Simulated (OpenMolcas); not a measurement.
**Os⁵⁺ among point charges: CASSCF and CASPT2 levels and susceptibility**

Aim: the splitting of the states of Os⁵⁺ in the field of 5 point charges, its lowest levels with spin-orbit coupling and its magnetic susceptibility.

Method: state-averaged CASSCF and CASPT2, spin-orbit coupling by RASSI with atomic mean-field integrals. Code: OpenMolcas 26.06.

### 1 What is computed

| Quantity | Value |
| --- | --- |
| Species | Os⁵⁺ (osmium, Z = 76, 71 electrons) |
| Basis | ANO-RCC-VDZP [7s6p4d2f1g], 68 functions |
| Scalar Hamiltonian | DKH2, point nucleus |
| Inactive shells | 1s 2s 2p 3s 3p 3d 4s 4p 4d 4f 5s 5p |
| Active space | 3 electrons in 5 orbitals (5d) |
| Some configurations of this space | 5d3 |
| Orbitals | optimised for each spin and parity, averaged over all roots |

Outer shells as boxes (Hund's rule):

5d3
```
5d [↑ ][↑ ][↑ ][  ][  ]
```

The ion sits among 5 point charges of -2 e arranged as a trigonal bipyramid (D3h), 1.65 Å from the ion, with the axial distance 1.534 Å.

The work runs as a chain of OpenMolcas steps in one folder; each step below is one input file. Labels, J, g values, rates, χT and fits are worked out afterwards by a script from the matrices that RASSI stores.

### 2 One- and two-electron integrals

Input file a.inp:

```
&GATEWAY
Coord
1

Os 0.0 0.0 0.0
Basis=ANO-RCC-VDZP
Group=NoSym
NoMove
AngMom=0.0 0.0 0.0
AMFI
XField
5 Angstrom 0
1.650000 0.000000 0.000000 -2.000000
-0.825000 1.428942 0.000000 -2.000000
-0.825000 -1.428942 0.000000 -2.000000
0.000000 0.000000 1.534500 -2.000000
0.000000 0.000000 -1.534500 -2.000000
&SEWARD
```

Launch:

```sh
$ OMP_NUM_THREADS=1 MOLCAS_MEM=1689 MOLCAS_PROJECT=a pymolcas a.inp > a.log
```

### 3 CASSCF: quartets, 10 roots

Input file a.inp:

```
&RASSCF
FileOrb=start.orb
Symmetry=1
Spin=4
nActEl=3 0 0
Inactive=34
Ras2=5
CIRoot=10 10 1
SDav=10
CIMx=300
Iter=120 100
PrWF=0.3
OrbListing=Nothing
MaxOrb=0
>>> COPY $Project.JobIph JOB001
```

start.orb holds the contracted functions of the basis, ordered by shell, or the orbitals of the step before.

### 4 Reference wave functions, doublets, 40 roots

Input file a.inp:

```
&RASSCF
FileOrb=start.orb
Symmetry=1
Spin=2
nActEl=3 0 0
Inactive=34
Ras2=5
CIRoot=40 40 1
SDav=40
CIMx=300
Iter=120 100
PrWF=0.3
OrbListing=Nothing
MaxOrb=0
>>> COPY $Project.JobIph JOB002
```

### 5 RASSI: spin-orbit coupling between the states

Input file a.inp:

```
&RASSI
NrOfJobIphs=2 10 40
1 2 3 4 5 6 7 8 9 10
1 2 3 4 5 6 7 8 9 10 11 12 13 14 15 16 17 18 19 20 21 22 23 24 25 26 27
28 29 30 31 32 33 34 35 36 37 38 39 40
IphNames
JOB001
JOB002
EJob
SpinOrbit
DIPRint=1.0
SOCoupling=1000.0
Subsets=2
Property=9
'ANGMOM' 1 'ANGMOM' 2 'ANGMOM' 3 'MLTPL  1' 1 'MLTPL  1' 2 'MLTPL  1' 3
'AMFI' 1 'AMFI' 2 'AMFI' 3
SOProperty=3
'ANGMOM' 1 'ANGMOM' 2 'ANGMOM' 3
```

### 6 CASPT2: IPEA 0.25, imaginary shift 0.1 (closed shells correlated: 4f 5s 5p)

Input file a.inp:

```
>>> COPY JOB001 $Project.JobIph
&CASPT2
Multistate=10 1 2 3 4 5 6 7 8 9 10
NoMult
Frozen=23
IPEA=0.25
Imaginary=0.1
MaxIter=60
WThr=0.0 0.3 0.05
PrWF=0.5
NoMix
>>> COPY JOB002 $Project.JobIph
&CASPT2
Multistate=40 1 2 3 4 5 6 7 8 9 10 11 12 13 14 15 16 17 18 19 20 21 22
23 24 25 26 27 28 29 30 31 32 33 34 35 36 37 38 39 40
NoMult
Frozen=23
IPEA=0.25
Imaginary=0.1
MaxIter=60
WThr=0.0 0.3 0.05
PrWF=0.5
NoMix
```

(Steps that only read results are left out.)

Before running it: what results should come out? Wanted: spin-free ground state; first state of the same spin within the active space; lowest level; next level.

As calculated:

```
                                            quantity                                                                           value
                                              method  SS-CASPT2, IPEA 0.25, imaginary shift 0.1 (closed shells correlated: 4f 5s 5p)
                              spin-free ground state                                                  4E, 2-fold in its orbital part
first state of the same spin within the active space                                                                 4E at 2260 cm⁻¹
                                        lowest level                                                    2-fold, g = 0.58, 0.58, 1.07
                                          next level                                                                     2884.7 cm⁻¹
                                         χT at 300 K                                                                  0.09 cm³ K/mol
                           effective moment at 300 K                                                                         0.85 μB
```

Cost by method:

```csv
method,time of its own steps,time with the reference
A. CASSCF,13 s,13 s
"B. SS-CASPT2, IPEA 0.25, imaginary shift 0.1, +4f 5s 5p",16 s,29 s
```

Times are of one thread on a shared host.

**Reading.** The spin-free ground state (4E) comes to 100 % from free-ion F terms and keeps the highest spin of the shell. χT at 300 K is 0.09, against 1.88 cm³ K/mol for the spin alone, so spin-orbit coupling lowers it. CASPT2 does not keep the components of a term degenerate, and the means are used. The field of point charges can differ much from that of real complexes. Point charges carry no covalency, so the field is a model and not that of real ligands.
